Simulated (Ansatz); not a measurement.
**TaV under changes of volume**

One of the cells (16.097 Å³/atom); the others are scaled copies at fixed shape and fractional positions:

```xyz
2
Lattice="1.6067 -2.3078 0.0000 1.6067 2.3078 0.0000 0.0000 0.0000 4.3414" Properties=species:S:1:pos:R:3 pbc="T T T"
Ta    0.0000    0.0000    0.0000
V     1.6067    0.0000    2.1707
```

The cell comes from a database or a generator and needn't be the stable form of this composition.

- Program: Ansatz 0.2.0
- Functional: PBE
- Potentials or basis: PseudoDojo standard (PBE files)
- Cutoff: 1143 eV
- Density cutoff: 4572 eV
- k mesh: 10 × 10 × 6
- Occupations: fermi-dirac, width 0.05 eV
- Spin: collinear spin, ferromagnetic start
- Starting moments: [0.0, 2.0] μB

```csv
volume (Å³/atom),energy over the lowest point (meV/atom),pressure (GPa)
15.132,36.04,12.6
15.453,15.44,8.0
15.775,?,?
16.097,0.00,0.0
16.419,3.65,-3.5
16.741,14.00,-6.7
17.063,29.63,-9.3
```

What does the run at 15.775 Å³/atom give?

Energy over the lowest point 3.69 meV/atom; pressure 3.8 GPa.

Worked out: A Birch-Murnaghan fit of order 3 (a polynomial in V^(-2/3)) to the other rows has its minimum at 16.09 Å³/atom with B0 = V·E''(V) = 180 GPa and B' = 4.7 at fixed shape and positions, which overstates the stiffness. It gives 3.66 meV/atom at 15.775 Å³/atom, against the run's 3.69, and -dE/dV = 3.7 GPa, against 3.8.

Energies are extrapolated to zero smearing.

Caveats: the starting moments weren't kept (some runs).
